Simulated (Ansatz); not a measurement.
# B3LYP/def2-TZVP run of GeH3Cl (chlorogermane)

What is the energy change on altering one bond length of GeH3Cl (chlorogermane) at B3LYP/def2-TZVP? 

The results are computed with Ansatz 0.2.0.

46 further runs of the same task are left out: 6 that didn't finish, 40 set aside as unsound or not needed.

**1. The structure to begin with**

GeH3Cl has 5 atoms, charge 0, and is taken as a singlet. As SMILES, `[Cl][GeH3]`. Geometry: relaxed at PBE0-D4/def2-TZVP.

Bond lengths: Cl1–Ge2 2.155 Å, Ge2–H3 1.532 Å, Ge2–H4 1.532 Å, Ge2–H5 1.532 Å. Angles: Cl1–Ge2–H3 107.1°, Cl1–Ge2–H4 107.1°, Cl1–Ge2–H5 107.1°, H3–Ge2–H4 111.7°, H3–Ge2–H5 111.7°, H4–Ge2–H5 111.7°.

**2. A single-point energy at B3LYP/def2-TZVP**

molecule.yaml

```yaml
crystal:
  periodic: [false, false, false]
  atoms:
    - {symbol: Cl, position_ang: [-1.875800, -0.025100, 0.641300]}
    - {symbol: Ge, position_ang: [0.161800, -0.013900, -0.060600]}
    - {symbol: H, position_ang: [0.160400, 0.656200, -1.438100]}
    - {symbol: H, position_ang: [0.619000, -1.473700, -0.140600]}
    - {symbol: H, position_ang: [0.984500, 0.782900, 0.956700]}
basis:
  gaussian: {orbitals: def2-TZVP}
hamiltonian: {xc: {name: B3LYP}}
accuracy: high
output: {orbitals: {seedname: orbitals}}
```

Command:

```console
ansatz run molecule.yaml --threads 1 --pin off --max-ram 3480MiB --events-out events.jsonl --progress --plain --runs-dir runs
```

Log:

```text
Warning: RAYON_NUM_THREADS=1 ignored (pool sized by the plan → 1); use --threads N
Functional definition: B3LYP
  name "B3LYP"
  parameter a0 = 0.2
  parameter ax = 0.72
  parameter ac = 0.81
  exchange = (1 - a0 - ax)*slater_x + ax*b88_x + a0*exact_x
  correlation = (1 - ac)*vwn_rpa_c + ac*lyp_c
1678 factors; integrals over basis functions are off by at most 4.4e-9 eV
mean field evaluation 1: about -69092.1928 eV, gradient 2.2e1 eV
mean field evaluation 2: about -69092.1812 eV, gradient 2.6e1 eV
mean field evaluation 4: about -69092.8077 eV, gradient 6.8e-1 eV
mean field evaluation 8: about -69092.8561 eV, gradient 4.0e-2 eV
mean field evaluation 16: about -69092.8561 eV, gradient 2.5e-6 eV
mean field -69092.85614517 eV, -2539.1156305150 hartree, gradient 4.2e-8 eV, S^2 0.000000; 0 other end points of the search recorded, 0 dependent functions left out
reference -69092.85618111 eV, -2539.1156318357 hartree; 26, 26 occupied and 77, 77 virtual orbitals, 1678 factors
Total energy: -69092.85618111 eV, -2539.1156318357 hartree
```

Wall time 7.8 s (1 thread of Arm Neoverse V1, shared host); peak memory 0.3 GiB.

**3. The distorted shape at the same level**

run.yaml

```yaml
crystal:
  periodic: [false, false, false]
  atoms:
    - symbol: Cl
      position_ang: [-2.863033, -0.981253, -0.579451]
    - symbol: Ge
      position_ang: [-0.825433, -0.970053, -1.281351]
    - symbol: H
      position_ang: [-0.826833, -0.299953, -2.658851]
    - symbol: H
      position_ang: [-0.368233, -2.429853, -1.361351]
    - symbol: H
      position_ang: [0.984500, 0.782900, 0.956700]
basis:
  gaussian: {orbitals: def2-TZVP}
hamiltonian: {xc: {name: B3LYP}}
accuracy: high
output: {orbitals: {seedname: orbitals}}
```

Command:

```console
ansatz run run.yaml --threads 1 --pin off --max-ram 3480MiB --events-out events.jsonl --progress --plain --runs-dir runs
```

Log (excerpt; [...] marks lines left out):

```text
Warning: RAYON_NUM_THREADS=1 ignored (pool sized by the plan → 1); use --threads N
[... 7 set-up lines as earlier in the session ...]
1628 factors; integrals over basis functions are off by at most 4.6e-9 eV
mean field evaluation 1: about -69086.3912 eV, gradient 2.7e1 eV
mean field evaluation 2: about -69077.9356 eV, gradient 4.8e1 eV
mean field evaluation 4: about -69088.2008 eV, gradient 7.6e0 eV
mean field evaluation 8: about -69088.6381 eV, gradient 8.8e-1 eV
mean field evaluation 16: about -69088.6428 eV, gradient 1.4e-4 eV
mean field -69088.64282863 eV, -2538.9607939879 hartree, gradient 7.4e-8 eV, S^2 0.000000; 0 other end points of the search recorded, 0 dependent functions left out
reference -69088.64286901 eV, -2538.9607954721 hartree; 26, 26 occupied and 77, 77 virtual orbitals, 1628 factors
Total energy: -69088.64286901 eV, -2538.9607954721 hartree
```

Run time: 6.9 s. Hardware: 1 thread of Arm Neoverse V1, shared host; peak memory 0.29 GiB.

**4. Summary of results**

At B3LYP/def2-TZVP:

```
                                                          quantity           value
                                         first shape: total energy  -2539.11563 Eh
                                          first shape: HOMO energy        -8.51 eV
                                          first shape: LUMO energy        -0.56 eV
                                        first shape: HOMO–LUMO gap         7.96 eV
                                     distorted shape: total energy  -2538.96080 Eh
                                      distorted shape: HOMO energy        -6.62 eV
                                      distorted shape: LUMO energy        -4.52 eV
                                    distorted shape: HOMO–LUMO gap         2.10 eV
energy change with the Ge2–H5 bond stretched from 1.532 to 3.370 Å        4.213 eV
```

In words: One bond (distorted shape) is far stretched, which a spin-restricted single reference describes badly; a broken-symmetry solution may lie lower. With the Ge2–H5 bond stretched from 1.532 to 3.370 Å the energy rises by 4.21 eV (407 kJ/mol). The first shape isn't relaxed at this level, so the change isn't measured from a minimum. A restricted reference can't describe the breaking bond well at this length.
